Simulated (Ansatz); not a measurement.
**C9H10O: a ladder of functionals and wavefunction methods**

How much do the methods differ for C9H10O? The plan is to run it at one geometry with functionals of several rungs and with coupled cluster, and see how far each lands from CCSD(T) at the basis-set limit for the atomisation energy.

Computed with Ansatz 0.2.0, Gaussian basis. Level: functionals in def2-TZVPP, the program's frozen cores in correlated methods.

The runs, in order: LDA (SPW92), PBE-D4, revPBE-D4, BLYP-D4, r2SCAN-D4, B97M-V, PBE0-D4, B3LYP-D4, r2SCANh-D4, r2SCAN0-D4, HSE06-D4, BHLYP-D4, CAM-B3LYP-D4, LC-ωPBE, ωB97X-V, ωB97M-V, B2PLYP, PBE-QIDH; CCSD(T)/def2-SVP; CCSD(T)/def2-TZVPP; MP2/def2-QZVPP; extrapolation to the limit; RPA on PBE.

1 further run of the same task is left out (it didn't finish).

### Step 1. The geometry

The geometry comes from an earlier relaxation with PBE0-D4 in a triple-zeta def2 set; it is a stationary point, not always the lowest conformer.

SMILES `c1ccc2c(c1)CCOC2`, 20 atoms, charge 0, spin multiplicity 1.

Atoms are counted from 1 here; the program's logs count them from 0.

Bond lengths: C1–C2 1.389 Å, C1–C6 1.384 Å, C1–H11 1.084 Å, C2–C3 1.383 Å, C2–H12 1.084 Å, C3–C4 1.390 Å, C3–H13 1.086 Å, C4–C5 1.393 Å, C4–C10 1.505 Å, C5–C6 1.392 Å, C5–C7 1.502 Å, C6–H14 1.086 Å, C7–C8 1.515 Å, C7–H15 1.094 Å, C7–H16 1.096 Å, C8–O9 1.409 Å, C8–H17 1.101 Å, C8–H18 1.091 Å and more. Angles: C2–C1–C6 119.7°, C2–C1–H11 120.2°, C6–C1–H11 120.1°, C1–C2–C3 119.6°, C1–C2–H12 120.3°, C3–C2–H12 120.1°, C2–C3–C4 120.8°, C2–C3–H13 119.8°, C4–C3–H13 119.4°, C3–C4–C5 119.7°, C3–C4–C10 120.0°, C5–C4–C10 120.2°, C4–C5–C6 119.1°, C4–C5–C7 119.6°, C6–C5–C7 121.3°, C1–C6–C5 121.1°, C1–C6–H14 119.9°, C5–C6–H14 119.1° and more.

### Step 2. LDA

This LDA is Slater exchange with PW92 correlation.

File in.yaml:

```yaml
crystal:
  periodic: [false, false, false]
  atoms:
    - {symbol: C, position_ang: [1.827639, 0.430202, 1.815914]}
    - {symbol: C, position_ang: [1.361830, -0.847181, 2.098195]}
    - {symbol: C, position_ang: [0.397426, -1.418091, 1.287157]}
    - {symbol: C, position_ang: [-0.109133, -0.730032, 0.190140]}
    - {symbol: C, position_ang: [0.353059, 0.552514, -0.094214]}
    - {symbol: C, position_ang: [1.322959, 1.119218, 0.727424]}
    - {symbol: C, position_ang: [-0.197128, 1.294058, -1.279219]}
    - {symbol: C, position_ang: [-1.504966, 0.679800, -1.733265]}
    - {symbol: O, position_ang: [-1.361331, -0.712040, -1.899091]}
    - {symbol: C, position_ang: [-1.172852, -1.359575, -0.668349]}
    - {symbol: H, position_ang: [2.582582, 0.887279, 2.445287]}
    - {symbol: H, position_ang: [1.752760, -1.396347, 2.947020]}
    - {symbol: H, position_ang: [0.033559, -2.418530, 1.502706]}
    - {symbol: H, position_ang: [1.682379, 2.119746, 0.506827]}
    - {symbol: H, position_ang: [-0.340879, 2.350476, -1.031835]}
    - {symbol: H, position_ang: [0.521831, 1.255089, -2.105320]}
    - {symbol: H, position_ang: [-2.300519, 0.891301, -1.001664]}
    - {symbol: H, position_ang: [-1.819366, 1.079448, -2.698912]}
    - {symbol: H, position_ang: [-2.123250, -1.383612, -0.108554]}
    - {symbol: H, position_ang: [-0.906610, -2.393714, -0.900256]}
basis:
  gaussian: {orbitals: def2-TZVPP}
hamiltonian: {xc: lda}
output: {orbitals: {seedname: orbitals}}
```

The run is started by

```
ansatz run in.yaml --threads 4 --pin off --events-out ev --progress --plain --max-ram 66560MiB --backend cuda --devices 0, --max-vram 37GiB
```

Further steps of the session: PBE-D4 (GGA); revPBE-D4 (GGA); BLYP-D4 (GGA); r2SCAN-D4 (meta-GGA); B97M-V (meta-GGA); PBE0-D4 (hybrid); B3LYP-D4 (hybrid); r2SCANh-D4 (hybrid); r2SCAN0-D4 (hybrid); HSE06-D4 (hybrid); BHLYP-D4 (hybrid); CAM-B3LYP-D4 (range-separated); LC-ωPBE (range-separated); ωB97X-V (range-separated); ωB97M-V (range-separated); B2PLYP (double hybrid); PBE-QIDH (double hybrid); CCSD(T) in def2-SVP; CCSD(T) in def2-TZVPP; MP2 in def2-QZVPP; RPA on PBE orbitals.

Before running them: what should the planned runs give, taken together? Wanted: atomisation energy, CCSD(T)/CBS; farthest beyond LDA; mean size of error, GGA; mean size of error, meta-GGA; mean size of error, hybrid; mean size of error, range-separated; mean size of error, double hybrid; gap, smallest and largest; T1 diagnostic.

As calculated:

| quantity | value |
| --- | --- |
| atomisation energy, CCSD(T)/CBS | 96.019 eV |
| functionals within 0.480 eV (0.5 %) | BLYP-D4, B3LYP-D4, r2SCANh-D4, ωB97X-V |
| farthest beyond LDA | PBE-D4 (+3.657 eV) |
| mean size of error, GGA | 1.713 eV |
| mean size of error, meta-GGA | 0.746 eV |
| mean size of error, hybrid | 1.251 eV |
| mean size of error, range-separated | 0.551 eV |
| mean size of error, double hybrid | 0.656 eV |
| gap, smallest and largest | 4.51 eV (LDA (SPW92)), 11.20 eV (LC-ωPBE) |
| T1 diagnostic | 0.0105 |
| triples share of the correlation energy | 4.7 % |

**Reading.** The LDA atomisation energy is off by 15.590 eV (16 %): it overbinds. PBE-D4 misses by +3.657 eV. Double hybrids carry the basis error of their MP2 part in triple zeta, and no dispersion term here, so their miss is partly the set-up's. By mean error the best rung here is range-separated (0.551 eV) and the worst beyond LDA is GGA (1.713 eV). The gap between the best rungs is small, so their order is not settled. The reference freezes the cores and leaves out relativity and excitations past (T), so misses under about 0.480 eV can't be ranked. Hartree-Fock recovers 74 % of the binding; the rest is correlation. CCSD(T) in def2-SVP is off by -3.297 eV, which most functionals beat. Orbital gaps span 4.5 to 11.2 eV; exact exchange widens them. The restricted reference is unstable towards a spin-broken one.
